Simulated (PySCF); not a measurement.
# diborane tri F (B2H3F3): geometry, NMR shifts, electronic excitations, spin-spin couplings and core binding energies

What NMR shifts, electronic excitations, spin-spin couplings and core binding energies should diborane tri F (B2H3F3) show?

Programs: PySCF 2.14.0, with density-fitted response routines of our own. Each step states its level of theory. These are calculated values for one molecule in the gas phase, unless marked as measured. Atoms count from 0, in the outputs and in this text.

### Step 1. The molecule as given

8 atoms, charge 0, multiplicity 1; geometry from: GFN1-xTB.

Bonds of the start (Å): B0–F1 1.33, B0–F2 1.34, B0–H3 1.37, B0–H7 1.37, H3–B4 1.34, B4–F5 1.35, B4–H6 1.17, B4–H7 1.34.

### Step 2. Optimising the geometry at PBE0-D3(BJ)/def2-SVP

What the job is given:

```
{"job": {"xc": "PBE0", "basis": "def2-SVP", "d3": "d3bj", "grid": 1, "maxiter": 40, "kind": "geom"}, "charge": 0, "multiplicity": 1}
B      0.794700     0.357810    -0.253390
F      1.158170     1.582820     0.118610
F      1.640310    -0.340540    -1.018310
H      0.411270    -0.413210     0.806750
B     -0.806090    -0.393310     0.243200
F     -1.626230     0.344920     1.012890
H     -1.126840    -1.474670    -0.085690
H     -0.445270     0.336180    -0.824060
```

**Question.** This job is followed by: GIAO PBE0/pcSseg-1 NMR shielding, non-relativistic, gas phase; TDDFT PBE0/def2-SVPD, vertical, gas phase, core orbitals frozen in the response; B3LYP/pcJ-1 indirect spin-spin coupling, non-relativistic, gas phase; GIAO B3LYP/pcSseg-1 NMR shielding, non-relativistic, gas phase; delta-SCF UKS SCAN, pcX-2 on the ionised atom (unc-x2c-TZVPall on a metal), pcseg-1 elsewhere, spin-free X2C. Predict these results of the whole session: point group; rotational constants (main isotopes); ¹H shifts against TMS (PBE0/pcSseg-1); ¹¹B shifts against BF3·OEt2 (PBE0/pcSseg-1); ¹⁹F shifts against CFCl3 (PBE0/pcSseg-1); lowest singlet (PBE0/def2-SVPD); brightest single state of those computed; lowest triplet; largest coupling of the table (B3LYP/pcJ-1); B1s binding energies, SCAN/pcX-2; F1s binding energies, SCAN/pcX-2; range of the shift of F1.

The runs gave:

```
                                   quantity                        value
                                point group                           Cs
       rotational constants (main isotopes)         8.96, 3.03, 2.31 GHz
      ¹H shifts against TMS (PBE0/pcSseg-1)         4.63, 4.63, 3.93 ppm
¹¹B shifts against BF3·OEt2 (PBE0/pcSseg-1)                8.7, -5.4 ppm
   ¹⁹F shifts against CFCl3 (PBE0/pcSseg-1)   -121.3, -142.0, -214.6 ppm
            lowest singlet (PBE0/def2-SVPD)  8.63 eV (144 nm), f = 0.008
   brightest single state of those computed  state 4, 9.55 eV, f = 0.243
                             lowest triplet                      7.97 eV
largest coupling of the table (B3LYP/pcJ-1)      ¹J(B,H) B4–H6, 182.7 Hz
           B1s binding energies, SCAN/pcX-2      B0 200.58, B4 198.70 eV
           F1s binding energies, SCAN/pcX-2      F1 693.88, F5 693.35 eV
                   range of the shift of F1         -124.8 to -121.3 ppm
```

In words: Relaxing lowered the energy by 0.055 eV in 8 steps; the close pair that moved most is B0–B4, from 1.837 to 1.797 Å. No frequency check was run at this level, so the end point may be a saddle. The structure rearranged or came apart on optimisation; the results belong to the end geometry, not to the formula as drawn. Shifts at one fixed geometry are not the observed spectrum, which averages over the motion. At PBE0/pcSseg-1: Shielding is most anisotropic at F5 (span 187 ppm, paramagnetic term -74 ppm). In the run at B3LYP/pcJ-1, the largest coupling of the table is B4–H6, 182.7 Hz, of which the Fermi-contact term gives 182.2 Hz. Density functionals describe couplings to fluorine poorly, F–F couplings above all, so those rows are rough. The B1s levels kept as sound span 1.87 eV, from B4 up to B0. The F1s levels kept as sound span 0.53 eV, from F5 up to F1. Across the 2 runs the shift of F1 moves most, between -124.8 (B3LYP/pcSseg-1) and -121.3 ppm (PBE0/pcSseg-1).
